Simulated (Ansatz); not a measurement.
Predict the output of the script below (Ansatz 0.2.0 through its Python package).

`y3mg.py`:
```python
"""Keys set on an Input object, for Y3Mg."""

import ansatz as az
from tabulate import tabulate


def main() -> None:
    xtal = (
        az.Lattice.from_parameters(7.0528, 7.0528, 5.66412, alpha=90, beta=90, gamma=120)
        .space_group(194)
        .atom("Y", (0.82956, 0.17044, 0.25))
        .atom("Mg", (1 / 3, 2 / 3, 0.25))
    )

    base = (
        xtal.calculation()
        .functional("lda")
        .basis(420)
        .kpoints(4, 4, 5)
        .occupations("fermi_dirac", width=0.1)
        .band_table()
    )
    typed = base.input()
    rows = []
    for value in [0.1, 0.3, 0.6]:
        edited = typed.set(az.key.scf.mixing.beta, value)
        data = az.Session.from_dict(edited).plan().execute().report
        rows.append((value, data["free_energy_ev"], data["n_iterations"], len(data["eigenvalues_ev"][0]) if "eigenvalues_ev" in data else 0))
    print(tabulate(rows, headers=["beta", "F eV", "iterations", "bands listed"], floatfmt=".4f", tablefmt="plain"))


if __name__ == "__main__":
    main()
```

```console
$ python y3mg.py
  beta         F eV    iterations    bands listed
0.1000  -26276.5000             9              52
0.3000  -26276.5000             8              52
0.6000  -26276.5000             7              52
```

Reading the output:
- Total energies depend on the potentials; only differences at equal settings carry meaning. A total without «per atom» is that of the whole cell that was run.
- For a metal this k-point mesh is coarse: on a finer one energies can move by several to tens of meV an atom and pressures by half a GPa or more, differences at one mesh by less.
- The structure comes from a database of computed cells and needn't be a stable or known phase.
- Finished in 24 s on 1 thread of Arm Neoverse V2 (shared host), peak memory 0.51 GiB.
